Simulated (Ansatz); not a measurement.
**CHSeSi+: a relaxation**

Aim: see where a relaxation from this start ends.

Computed with Ansatz 0.2.0, Gaussian basis. Level: CAM-B3LYP-D4/def2-SVP.

## Step 1: The starting structure

The start, displaced at random: SMILES `C1=[Si+][Se]1`, 4 atoms, charge 1, spin multiplicity 1.

Atoms are counted from 1 here; the program's logs count them from 0.

Bond lengths: C1–Si2 2.027 Å, C1–Se3 1.658 Å, C1–H4 0.967 Å, Si2–Se3 2.482 Å. Angles: Si2–C1–Se3 84.0°, Si2–C1–H4 141.2°, Se3–C1–H4 134.8°, C1–Si2–Se3 41.6°, C1–Se3–Si2 54.3°.

Coordinates:

```xyz
4

C     0.4135   -0.2109   -0.2059
Si   -0.3221    1.4683    0.6600
Se   -1.1610   -0.7262   -0.1410
H     1.2459   -0.6010   -0.5065
```

## Step 2: The relaxation

run/in.yaml

```yaml
crystal:
  periodic: [false, false, false]
  atoms:
    - {symbol: C, position_ang: [0.413547, -0.210886, -0.205884]}
    - {symbol: Si, position_ang: [-0.322076, 1.468250, 0.660004]}
    - {symbol: Se, position_ang: [-1.161047, -0.726197, -0.141049]}
    - {symbol: H, position_ang: [1.245911, -0.600984, -0.506541]}
basis:
  gaussian: {orbitals: def2-SVP}
total_charge: 1
hamiltonian: {xc: {name: CAM-B3LYP}, dispersion: d4}
relax: {f_tol: 0.002, max_steps: 30, max_displacement: 0.5}
```

Run with:

```console
ansatz run in.yaml --threads 2 --pin off --events-out ev --progress --plain --max-ram 3481MiB
```

Q: Predict the outcome of this session. Wanted: energy change; last largest force; RMSD from the start.

As calculated:

```
           quantity         value
              steps             8
      energy change  -78.4 kJ/mol
 last largest force   0.0002 eV/Å
RMSD from the start       0.093 Å
```

In words: It converged in 8 steps at a force tolerance of 0.002 eV/Å.
